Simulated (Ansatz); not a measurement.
HfIn4SiO6:

```
Hf In Si O
1.0
     2.71585   -4.70357    0.00833
     2.71585    4.70357    0.00833
    -1.87915    0.00000    7.40127
Hf In Si O
1 4 1 6
Direct
  0.78835 0.21165 0.00000
  0.62175 0.37825 0.50000
  0.45502 0.54498 0.00000
  0.28407 0.71593 0.50000
  0.95814 0.04186 0.50000
  0.12168 0.87832 0.00000
  0.06219 0.11415 0.86666
  0.88585 0.93781 0.13334
  0.79490 0.53784 0.86663
  0.46216 0.20510 0.13337
  0.15352 0.62879 0.13333
  0.37121 0.84648 0.86667
```

The cell was built by a generator and needn't be a form met in nature.

```yaml
Program: Ansatz 0.2.0
Task: relaxation of cell and atoms
Functional: PBE
Dispersion: D3(BJ)
Potentials_or_basis: Ansatz PAW
Cutoff: "420 eV (not typed: the program's choice for these potentials)"
k_mesh: 4 × 4 × 3
Occupations: fermi-dirac, width 0.05 eV
Spin: no spin polarisation
```

At the start: volume 15.77 Å³/atom.

Problem. Where does the relaxation end?

Solution. It ends after 8 steps and the volume is 15.23 Å³/atom (-3.4 %); space group C2 (No. 5, to 0.05 Å).

Step by step:
```tsv
step	energy change (eV)	largest force (eV/Å)	volume (Å³)
1	0.0000	0.0798	189.24
2	-0.0496	0.2623	179.58
3	-0.0707	0.0878	183.37
4	-0.0728	0.0475	183.22
5	-0.0736	0.0083	183.04
6	-0.0586	0.0084	183.04
7	-0.0597	0.0033	182.72
8	-0.0587	0.0034	182.72
```

Final structure:
```
CELL_PARAMETERS angstrom
2.69497 -4.66748 0.00921
2.69497 4.66748 0.00921
-1.86186 0.00000 7.25673
ATOMIC_POSITIONS crystal
Hf 0.78826 0.21174 0.00000
In 0.62107 0.37893 0.50000
In 0.45491 0.54509 0.00000
In 0.28554 0.71446 0.50000
In 0.95787 0.04213 0.50000
Si 0.12160 0.87840 0.00000
O 0.06059 0.11219 0.86345
O 0.88781 0.93941 0.13655
O 0.79470 0.53709 0.86345
O 0.46291 0.20530 0.13655
O 0.15376 0.63019 0.13643
O 0.36981 0.84624 0.86357
```

Caveat: the plane-wave basis is chosen anew once the cell has moved, so the energies of steps on either side of that aren't comparable; the pressure holds a Pulay correction of +0.5 GPa for the finite cutoff; pairwise dispersion overbinds metals, which lowers pressure and volume.
